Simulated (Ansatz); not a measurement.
# CsBiCl6: a short molecular-dynamics run

What does CsBiCl6 do over 40 steps of 0.5 fs under a Nosé-Hoover thermostat at 100 K? The cell is a randomly packed cell of 8 atoms, taken as it stands, without a relaxation.

All numbers below are computed with Ansatz 0.2.0 (DFT PBE, plane waves, PAW, scalar-relativistic, no spin polarisation).

## 1. The starting structure

The cell holds 8 atoms (BiCl6Cs): a = 6.939 Å, b = 6.569 Å, c = 6.240 Å, α = 103.77°, β = 95.74°, γ = 89.78°.

Coordinates:

```
CELL_PARAMETERS angstrom
6.92577 0.18947 -0.38111
-0.20167 6.50449 -0.89767
-0.26613 -0.65229 6.19969
ATOMIC_POSITIONS crystal
Cs 0.60674 0.61363 0.45355
Cl 0.96979 0.94123 0.90211
Cl 0.86374 0.10431 0.41239
Cl 0.25284 0.20947 0.52873
Cl 0.11736 0.80502 0.49956
Cl 0.60396 0.94378 0.03832
Cl 0.29163 0.19904 0.06298
Bi 0.92958 0.42085 0.93560
```

## 2. Molecular dynamics

The input, input.yaml:

```yaml
crystal:
  lattice:
    - [6.925772, 0.189469, -0.381109]
    - [-0.201666, 6.504492, -0.897668]
    - [-0.266131, -0.652291, 6.199689]
  atoms:
    - { symbol: Cs, position: [0.606738, 0.613632, 0.453553] }
    - { symbol: Cl, position: [0.96979, 0.941234, 0.902109] }
    - { symbol: Cl, position: [0.863739, 0.104312, 0.412391] }
    - { symbol: Cl, position: [0.252838, 0.209473, 0.528729] }
    - { symbol: Cl, position: [0.117355, 0.805017, 0.499558] }
    - { symbol: Cl, position: [0.603958, 0.943776, 0.038319] }
    - { symbol: Cl, position: [0.291628, 0.199037, 0.062975] }
    - { symbol: Bi, position: [0.929576, 0.420845, 0.935604] }
kpoints:
  mp_grid: { grid: [2, 3, 3] }
magnetization:
  spin_polarized: false
scf:
  occupations: { method: cold, width: 0.15 }
hamiltonian:
  pseudopotentials: { kind: paw }
  xc: pbe
basis:
  ecutwfc: 420
md:
  timestep: 0.5
  n_steps: 40
  ensemble: nvt_nose_hoover
  temperature: 100.0
  initial_velocities: maxwell_boltzmann
  seed: 566457
```

The run is started by

```bash
$ ansatz run input.yaml --threads 2 --pin off --max-ram 2560MiB --backend cpu --events-out ev --progress --plain --runs-dir out
```

Standard output, cut to the lines that bear on the results:

```text
Warning: md: disabling space-group detection — thermal motion breaks the input geometry's symmetry, so no spatial operation reduces the k-mesh or symmetrises the density; time reversal is kept, so that k and −k are solved as one point where they differ and the mesh holds both, and exact [...]
Warning: RAYON_NUM_THREADS=2 ignored (pool sized by the plan → 2); use --threads N
[...]
Pseudopotentials: kind: paw
Pseudopotential: Cs, paw, valence charge 9, recommended cutoff 420 eV (normal), Cs.paw.azcp
Pseudopotential: Cl, paw, valence charge 7, recommended cutoff 420 eV (normal), Cl.paw.azcp
Pseudopotential: Bi, paw, valence charge 15, recommended cutoff 420 eV (normal), Bi.paw.azcp
Functional definition: PBE
[...]
Crystal: 8 atoms, lattice volume = 274.804 Å³
Basis set: ecut = 420 eV, 5361 PW (Γ), exchange–correlation on 96×90×90 points (8 copies of the dense FFT grid, shifted against one another)
Bands: 41, of which v1, the nominal top of the filled ones, is band 33 counted from 1 (32 counted from 0)
Symmetry: 1 space group operations
k-points: 10 of 18 (time reversal used)
[...]
SCF iter   1: F=—  HF=-24544.500599 eV  |F-HF|=—  |Δ(HF+E_count)|=         —  Δρ=5.74e-3  dr2=1.92e-1  ethr=1.77e-3  ⟨swp⟩=10.7  Hψ=2107  notcnv=0
[...]
md step     0: t =     0.00 fs  T =   100.0 K  F+E_penalty+E_count = -24544.47804765 eV  E_kin = 0.090482 eV  conserved = -24544.38756565 eV  (14 SCF iters)
[...]
md step     1: t =     0.50 fs  T =   101.0 K  F+E_penalty+E_count = -24544.47895779 eV  E_kin = 0.091392 eV  conserved = -24544.38756593 eV  (9 SCF iters)
[...]
SCF iter   1: F=—  HF=-24544.480777 eV  |F-HF|=—  |Δ(HF+E_count)|=         —  Δρ=1.64e-4  dr2=1.88e-4  ethr=2.96e-7  ⟨swp⟩=2.0  Hψ=1948  notcnv=0
[...]
```

## 3. The log goes on

The log, continued, cut to the lines that bear on the results:

```text
SCF iter   2: F=—  HF=-24544.480765 eV  |F-HF|=—  |Δ(HF+E_count)|=   1.21e-5  S|Δr|=    0.00e0  Δρ=9.40e-5  dr2=1.94e-5  ethr=2.85e-7  ⟨swp⟩=1.0  Hψ=410  notcnv=0
[...]
md step     2: t =     1.00 fs  T =   103.0 K  F+E_penalty+E_count = -24544.48078372 eV  E_kin = 0.093217 eV  conserved = -24544.38756624 eV  (9 SCF iters)
[...]
md step    11: t =     5.50 fs  T =   165.6 K  F+E_penalty+E_count = -24544.53744095 eV  E_kin = 0.149823 eV  conserved = -24544.38757052 eV  (3 SCF iters)
[...]
md step    20: t =    10.00 fs  T =   302.5 K  F+E_penalty+E_count = -24544.66203848 eV  E_kin = 0.273683 eV  conserved = -24544.38757712 eV  (9 SCF iters)
[...]
md step    29: t =    14.50 fs  T =   500.7 K  F+E_penalty+E_count = -24544.84581276 eV  E_kin = 0.453055 eV  conserved = -24544.38758470 eV  (3 SCF iters)
[...]
Entropy (-TS):   -0.029006 eV (-3.626 meV/atom)
Fermi energy:    2.383421 eV
Step filling:    the computed levels leave a gap of 0.0275 eV = 0.2 smearing widths at the electron count; against every level under it full and every level over it empty, smearing changes F+E_penalty+E_count by +0.142 meV and its σ→0 estimate by +9.810 meV
[...]
--- Forces (eV/Å), atoms counted from 1 ---
  atom   1  Cs    -0.39749944     0.28501231     0.00759274
  atom   2  Cl    -0.68911019    -0.12618674    -0.04799600
  atom   3  Cl    -0.64616379     1.42703945     0.68589612
  atom   4  Cl     0.24391248     0.69467731     0.45460143
  atom   5  Cl     0.25511525    -1.38374730    -0.41549510
  atom   6  Cl    -0.37983330    -0.35417562    -0.10180669
  atom   7  Cl    -0.43846561     1.31735683    -0.28839544
  atom   8  Bi     2.05204624    -1.85999296    -0.29439944
[...]
--- MD trajectory: 40 steps, t = 0.0 → 20.0 fs ---
  final state: T = 794.6 K   F+E_penalty+E_count = -24545.13447105 eV   E_kin = 0.719000 eV
  conserved energy: peak-to-peak 2.819e-5 eV (3.523e-6 eV/atom) over 20.0 fs
```

It took 3.9 min on 2 threads of Arm Neoverse N1, shared host; peak memory 0.58 GiB.

## 4. The trajectory

The trajectory, every 3 steps (energies from step 0); msd is the mean square displacement from the start, the centre of mass held:

```
time (fs)  T (K)  potential energy change (meV/atom)  conserved energy change (meV/atom)  msd Cl (Å²)  msd Cs (Å²)  msd Bi (Å²)
      0.0    100                                 0.0                                0.00        0.000        0.000        0.000
      1.5    106                                -0.7                                0.00        0.000        0.000        0.000
      3.0    121                                -2.4                                0.00        0.000        0.000        0.000
      4.5    145                                -5.1                                0.00        0.000        0.000        0.000
      6.0    177                                -8.8                                0.00        0.000        0.000        0.000
      7.5    218                               -13.4                                0.00        0.000        0.000        0.000
      9.0    266                               -18.9                                0.00        0.001        0.000        0.000
     10.5    322                               -25.2                                0.00        0.001        0.000        0.000
     12.0    384                               -32.4                                0.00        0.002        0.000        0.000
     13.5    452                               -40.3                                0.00        0.002        0.000        0.000
     15.0    526                               -48.9                                0.00        0.003        0.001        0.000
     16.5    603                               -58.2                                0.00        0.004        0.001        0.001
     18.0    684                               -68.1                                0.00        0.006        0.001        0.001
     19.5    767                               -78.5                                0.00        0.007        0.001        0.001
     20.0    795                               -82.1                                0.00        0.008        0.001        0.001
```

time (fs), T (K) and a bar:
```
      0.0        100 
      1.0        103 
      1.5        106 
      2.5        115 #
      3.5        128 #
      4.5        145 ##
      5.0        155 ##
      6.0        177 ###
      7.0        203 ####
      8.0        233 ######
      8.5        249 ######
      9.5        284 ########
     10.5        322 ##########
     11.5        363 ###########
     12.0        384 ############
     13.0        429 ##############
     14.0        476 ################
     15.0        526 ##################
     15.5        551 ###################
     16.5        603 ######################
     17.5        657 ########################
     18.5        711 ##########################
     19.0        739 ############################
     20.0        795 ##############################
```

Pair distribution over the second half of the run:

```
r (Å)  g Cl–Cl
 0.68     0.00
 0.84     0.00
 1.00     0.00
 1.16     0.00
 1.32     0.00
 1.48     0.00
 1.64     0.00
 1.80     0.00
 1.96     0.00
 2.12     0.00
 2.28     0.00
 2.44     0.00
 2.60     0.48
 2.76     5.83
 2.92     3.40
```

## 5. Frames from the trajectory

Extended XYZ, with forces in eV/Å:

```xyz
8
Lattice="6.926 0.189 -0.381 -0.202 6.504 -0.898 -0.266 -0.652 6.200" Properties=species:S:1:pos:R:3:forces:R:3 pbc="T T T" time_fs=2.5 T=115 dE=-0.0137
Cs    3.959    3.813    2.032   -0.389    0.278    0.026
Cl    6.285    5.724    4.379   -0.832   -0.419    0.043
Cl    5.852    0.573    2.133   -0.945    1.480    0.424
Cl    1.570    1.064    2.999    0.381    0.909    0.634
Cl    0.516    4.925    2.331    0.549   -1.820   -0.422
Cl    3.983    6.232   -0.841   -0.411   -0.351   -0.073
Cl    1.967    1.308    0.094   -0.250    1.493   -0.437
Bi    6.103    2.301    5.067    1.897   -1.571   -0.193
8
Lattice="6.926 0.189 -0.381 -0.202 6.504 -0.898 -0.266 -0.652 6.200" Properties=species:S:1:pos:R:3:forces:R:3 pbc="T T T" time_fs=5.0 T=155 dE=-0.0496
Cs    3.960    3.816    2.034   -0.391    0.277    0.023
Cl    6.281    5.730    4.379   -0.828   -0.380    0.039
Cl    5.852    0.575    2.133   -0.916    1.479    0.439
Cl    1.573    1.065    3.006    0.363    0.894    0.617
Cl    0.516    4.915    2.332    0.529   -1.795   -0.425
Cl    3.982    6.235   -0.842   -0.413   -0.348   -0.076
Cl    1.971    1.310    0.087   -0.250    1.476   -0.420
Bi    6.102    2.299    5.066    1.907   -1.603   -0.198
8
Lattice="6.926 0.189 -0.381 -0.202 6.504 -0.898 -0.266 -0.652 6.200" Properties=species:S:1:pos:R:3:forces:R:3 pbc="T T T" time_fs=7.5 T=218 dE=-0.1068
Cs    3.960    3.820    2.037   -0.393    0.276    0.020
Cl    6.276    5.736    4.379   -0.818   -0.341    0.031
Cl    5.849    0.580    2.133   -0.880    1.478    0.462
Cl    1.576    1.067    3.015    0.341    0.872    0.597
Cl    0.517    4.901    2.332    0.500   -1.755   -0.426
Cl    3.981    6.237   -0.844   -0.412   -0.347   -0.079
Cl    1.975    1.315    0.080   -0.260    1.456   -0.401
Bi    6.102    2.296    5.064    1.922   -1.638   -0.205
8
Lattice="6.926 0.189 -0.381 -0.202 6.504 -0.898 -0.266 -0.652 6.200" Properties=species:S:1:pos:R:3:forces:R:3 pbc="T T T" time_fs=10.0 T=302 dE=-0.1840
Cs    3.961    3.823    2.039   -0.395    0.276    0.018
Cl    6.270    5.740    4.380   -0.801   -0.301    0.019
Cl    5.846    0.587    2.135   -0.838    1.474    0.494
Cl    1.580    1.070    3.024    0.318    0.843    0.574
Cl    0.518    4.885    2.331    0.464   -1.702   -0.426
Cl    3.979    6.239   -0.845   -0.410   -0.347   -0.082
Cl    1.978    1.322    0.072   -0.280    1.433   -0.381
Bi    6.102    2.292    5.063    1.941   -1.677   -0.216
8
Lattice="6.926 0.189 -0.381 -0.202 6.504 -0.898 -0.266 -0.652 6.200" Properties=species:S:1:pos:R:3:forces:R:3 pbc="T T T" time_fs=12.5 T=406 dE=-0.2795
Cs    3.961    3.826    2.041   -0.397    0.277    0.015
Cl    6.262    5.745    4.381   -0.778   -0.259    0.004
Cl    5.841    0.597    2.137   -0.791    1.468    0.533
Cl    1.584    1.075    3.034    0.296    0.809    0.548
Cl    0.520    4.866    2.330    0.420   -1.637   -0.424
Cl    3.976    6.240   -0.847   -0.406   -0.347   -0.086
Cl    1.980    1.331    0.063   -0.308    1.408   -0.360
Bi    6.103    2.289    5.061    1.965   -1.718   -0.230
8
Lattice="6.926 0.189 -0.381 -0.202 6.504 -0.898 -0.266 -0.652 6.200" Properties=species:S:1:pos:R:3:forces:R:3 pbc="T T T" time_fs=15.0 T=526 dE=-0.3914
Cs    3.961    3.830    2.044   -0.398    0.279    0.013
Cl    6.253    5.748    4.381   -0.751   -0.216   -0.013
Cl    5.834    0.609    2.140   -0.743    1.459    0.579
Cl    1.589    1.081    3.044    0.275    0.772    0.519
Cl    0.523    4.843    2.328    0.370   -1.561   -0.422
Cl    3.973    6.240   -0.848   -0.399   -0.349   -0.090
Cl    1.982    1.343    0.053   -0.345    1.380   -0.337
Bi    6.104    2.284    5.059    1.991   -1.763   -0.248
8
Lattice="6.926 0.189 -0.381 -0.202 6.504 -0.898 -0.266 -0.652 6.200" Properties=species:S:1:pos:R:3:forces:R:3 pbc="T T T" time_fs=17.5 T=657 dE=-0.5177
Cs    3.961    3.833    2.046   -0.398    0.282    0.010
Cl    6.243    5.752    4.382   -0.721   -0.172   -0.030
Cl    5.827    0.624    2.144   -0.694    1.445    0.630
Cl    1.594    1.089    3.056    0.257    0.733    0.488
Cl    0.527    4.819    2.325    0.314   -1.476   -0.419
Cl    3.969    6.240   -0.850   -0.391   -0.351   -0.096
Cl    1.984    1.357    0.043   -0.389    1.350   -0.313
Bi    6.106    2.279    5.057    2.021   -1.811   -0.269
8
Lattice="6.926 0.189 -0.381 -0.202 6.504 -0.898 -0.266 -0.652 6.200" Properties=species:S:1:pos:R:3:forces:R:3 pbc="T T T" time_fs=20.0 T=795 dE=-0.6564
Cs    3.961    3.837    2.048   -0.397    0.285    0.008
Cl    6.232    5.755    4.382   -0.689   -0.126   -0.048
Cl    5.818    0.641    2.149   -0.646    1.427    0.686
Cl    1.600    1.097    3.069    0.244    0.695    0.455
Cl    0.531    4.792    2.322    0.255   -1.384   -0.415
Cl    3.964    6.240   -0.852   -0.380   -0.354   -0.102
Cl    1.984    1.373    0.032   -0.438    1.317   -0.288
Bi    6.109    2.274    5.056    2.052   -1.860   -0.294
```

## 6. Outcome

| quantity | value |
| --- | --- |
| length | 40 steps of 0.5 fs |
| temperature, first and last step | 100 and 795 K |
| temperature, second half | mean 534 K, from 302 to 795 K |
| potential energy, second half | -50 meV/atom from the start |
| largest change of the conserved energy | 0.00 meV/atom |
| mean square displacement, second half | Cl 0.004, Cs 0.001, Bi 0.000 Å² |

In words: Against a set 100 K the second half averages 534 K, going from 302 to 795 K over that half; the potential energy of that half lies 50 meV/atom under the start, so the atoms have moved to lower-lying arrangements, and the energy set free heats the cell. The conserved energy strays from its start by at most 0.00 meV/atom, under 0.1 % of the mean kinetic energy, so a step of 0.5 fs is short enough over this time. Over the second half Cl atoms stand 0.1 Å (root mean square) from where they began, and the farthest move is 0.1 Å. 20 fs on 8 atoms is far too short and small for converged averages. The k-mesh is coarse.
